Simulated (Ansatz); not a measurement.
**F₂H₃O₃Ta: basis-set convergence**

An exercise on one series of results from a longer session: the logs are not shown, and one member is left open.

The runs use Ansatz 0.2.0, Gaussian basis; one geometry, several basis sets.

The runs, in order: PBE0-D4/def2-SVP; ωB97M-V/def2-SVP; PBE0-D4/def2-QZVPP; ωB97M-V/def2-QZVPP; the functionals' def2-TZVPP values are taken from earlier runs.

### The relaxed structure

All runs share one geometry, relaxed beforehand with PBE0-D4 in a triple-zeta def2 set. Ta takes the def2 core potential; no spin-orbit term is included.

9 atoms, charge 0, spin multiplicity 1.

Atoms are counted from 1 here; the program's logs count them from 0.

Bond lengths: O1–Ta2 1.887 Å, O1–H7 0.960 Å, Ta2–O3 1.897 Å, Ta2–O4 1.912 Å, Ta2–F5 1.906 Å, Ta2–F6 1.871 Å, O3–H8 0.956 Å, O4–H9 0.956 Å. Angles: Ta2–O1–H7 121.9°, O1–Ta2–O3 95.7°, O1–Ta2–O4 95.5°, O1–Ta2–F5 117.3°, O1–Ta2–F6 111.9°, O3–Ta2–O4 166.2°, O3–Ta2–F5 84.4°, O3–Ta2–F6 92.2°, O4–Ta2–F5 83.4°, O4–Ta2–F6 91.0°, F5–Ta2–F6 130.8°, Ta2–O3–H8 138.7°, Ta2–O4–H9 134.5°.

The first run:

The input, in.yaml:

```yaml
crystal:
  periodic: [false, false, false]
  atoms:
    - {symbol: O, position_ang: [0.432340, -1.711180, 0.173091]}
    - {symbol: Ta, position_ang: [0.137061, 0.152883, 0.149068]}
    - {symbol: O, position_ang: [1.825918, 0.602237, -0.589338]}
    - {symbol: O, position_ang: [-1.708203, 0.051866, 0.637638]}
    - {symbol: F, position_ang: [-0.557403, 0.907080, -1.457934]}
    - {symbol: F, position_ang: [0.561314, 0.947923, 1.789029]}
    - {symbol: H, position_ang: [-0.253476, -2.330942, 0.433855]}
    - {symbol: H, position_ang: [2.178507, 1.021499, -1.372212]}
    - {symbol: H, position_ang: [-2.527660, 0.312333, 0.219604]}
basis:
  gaussian: {orbitals: def2-SVP}
hamiltonian: {xc: pbe0, dispersion: d4}
output: {orbitals: {seedname: orbitals}}
```

On the command line:

```sh
$ ansatz run in.yaml --threads 4 --pin off --events-out ev --progress --plain --max-ram 11315MiB
```

Among the steps run: PBE0-D4 in def2-SVP; ωB97M-V in def2-SVP; PBE0-D4 in def2-QZVPP; ωB97M-V in def2-QZVPP.

One of the session's tables, all rows but one given; the rest of the session is left out.

It belongs to the step «Functionals by basis». 

| functional | basis | HOMO (eV) |
| --- | --- | --- |
| PBE0-D4 | def2-SVP | -9.37 |
| PBE0-D4 | def2-TZVPP | -9.47 |
| PBE0-D4 | def2-QZVPP | ? |
| ωB97M-V | def2-SVP | -11.83 |
| ωB97M-V | def2-TZVPP | -11.94 |
| ωB97M-V | def2-QZVPP | -11.99 |

Estimate the missing values for PBE0-D4, def2-QZVPP.

The run gave: HOMO (eV): -9.51. In the column «HOMO (eV)» it lies between ωB97M-V, def2-SVP (-11.83) and PBE0-D4, def2-TZVPP (-9.47).
